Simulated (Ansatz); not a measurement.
# CH4BOSi: the cost of one run

Program: Ansatz 0.2.0. Level of theory: UKS B3LYP-D4/def2-SVP. These are calculated values, not measurements.

### 1 Starting point

Bond lengths: B1–C2 1.522 Å, C2–O3 1.293 Å, C2–Si4 1.831 Å, B1–H5 1.192 Å, B1–H6 1.189 Å, Si4–H7 1.468 Å, Si4–H8 1.468 Å. Angles: B1–C2–O3 126.7°, B1–C2–Si4 116.6°, O3–C2–Si4 116.7°, C2–B1–H5 119.7°, C2–B1–H6 122.8°, H5–B1–H6 117.5°, C2–Si4–H7 126.9°, C2–Si4–H8 124.9°, H7–Si4–H8 108.2°.

As a file:

```xyz
8

B    -0.0746    1.4587   -0.1436
C     0.2592    0.1948    0.6368
O     0.7634    0.1319    1.8259
Si   -0.0844   -1.3988   -0.1969
H    -0.5407    1.3715   -1.2373
H     0.1150    2.5506    0.2865
H    -0.6279   -1.5869   -1.5475
H     0.1900   -2.7218    0.3760
```

### 2 End point A

Contents of input.yaml:

```yaml
crystal:
  periodic: [false, false, false]
  atoms:
    - { symbol: B, position_ang: [-0.07459, 1.4587, -0.1436] }
    - { symbol: C, position_ang: [0.25921, 0.19484, 0.63683] }
    - { symbol: O, position_ang: [0.76341, 0.13187, 1.82594] }
    - { symbol: Si, position_ang: [-0.0844, -1.39883, -0.19689] }
    - { symbol: H, position_ang: [-0.54074, 1.37149, -1.23727] }
    - { symbol: H, position_ang: [0.11505, 2.55059, 0.28649] }
    - { symbol: H, position_ang: [-0.6279, -1.58692, -1.54747] }
    - { symbol: H, position_ang: [0.18997, -2.72175, 0.37597] }
total_charge: -1
magnetization:
  spin_polarized: true
basis:
  gaussian: { orbitals: def2-SVP }
hamiltonian:
  xc: b3lyp
  dispersion: d4
relax:
  f_tol: 0.02
  max_steps: 50
```

Launch:

```sh
$ ansatz run input.yaml --threads 2 --pin off --max-ram 3072MiB --backend cpu --events-out ev --progress --plain --runs-dir out
```

What time and memory should one allow on 2 threads of AMD EPYC 9B45 (Zen 5), shared host?

About 49 s, with a peak of 0.23 GiB.
